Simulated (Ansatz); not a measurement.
# CH7Ga: the cost of one run

Program: Ansatz 0.2.0. Level of theory: RKS PBE0/def2-TZVP. These are calculated values, not measurements.

## Step 1: Starting point

Bond lengths: Ga1–C2 2.330 Å, C2–H3 1.110 Å, C2–H4 1.110 Å, C2–H5 1.110 Å, Ga1–H6 1.570 Å, Ga1–H7 1.570 Å. Angles: Ga1–C2–H3 109.5°, Ga1–C2–H4 109.5°, Ga1–C2–H5 109.5°, H3–C2–H4 109.4°, H3–C2–H5 109.4°, H4–C2–H5 109.4°, C2–Ga1–H6 120.0°, C2–Ga1–H7 120.0°, H6–Ga1–H7 120.0°.

Coordinates:

```xyz
9

Ga    0.0000    0.0000    0.0000
C     0.0000    0.0000    2.3300
H    -0.9996   -0.3092    2.7005
H     0.7676   -0.7111    2.7005
H     0.2320    1.0203    2.7005
H     1.3596    0.0000   -0.7850
H    -1.3596    0.0000   -0.7850
H    -0.2395   -1.7584    0.5897
H    -0.1908   -1.4007    1.5733
```

## Step 2: Pulling towards end A

Springs on the bonds that form and break draw the guess towards this end; the thresholds are loose.

Contents of input.yaml:

```yaml
crystal:
  periodic: [false, false, false]
  atoms:
    - { symbol: Ga, position_ang: [0.0, 0.0, 0.0] }
    - { symbol: C, position_ang: [0.0, 0.0, 2.33] }
    - { symbol: H, position_ang: [-0.9996, -0.3092, 2.7005] }
    - { symbol: H, position_ang: [0.7676, -0.7111, 2.7005] }
    - { symbol: H, position_ang: [0.232, 1.0203, 2.7005] }
    - { symbol: H, position_ang: [1.3596, 0.0, -0.785] }
    - { symbol: H, position_ang: [-1.3596, 0.0, -0.785] }
    - { symbol: H, position_ang: [-0.2395, -1.7584, 0.5897] }
    - { symbol: H, position_ang: [-0.1908, -1.4007, 1.5733] }
basis:
  gaussian: { orbitals: def2-TZVP }
hamiltonian:
  xc: pbe0
relax:
  f_tol: 0.15
  max_steps: 25
  restrain:
    - { distance: [0, 7], at: 2.77, k: 30.0 }
    - { distance: [8, 1], at: 2.31, k: 30.0 }
    - { distance: [0, 1], at: 1.98, k: 30.0 }
    - { distance: [8, 7], at: 0.66, k: 30.0 }
```

Command:

```
$ ansatz run input.yaml --threads 4 --pin off --max-ram 5120MiB --backend cpu --events-out ev --progress --plain --runs-dir out
```

Q: Estimate wall time and peak memory on 4 threads of Arm Neoverse V2, shared host.

About 8.7 s, with a peak of 0.22 GiB.
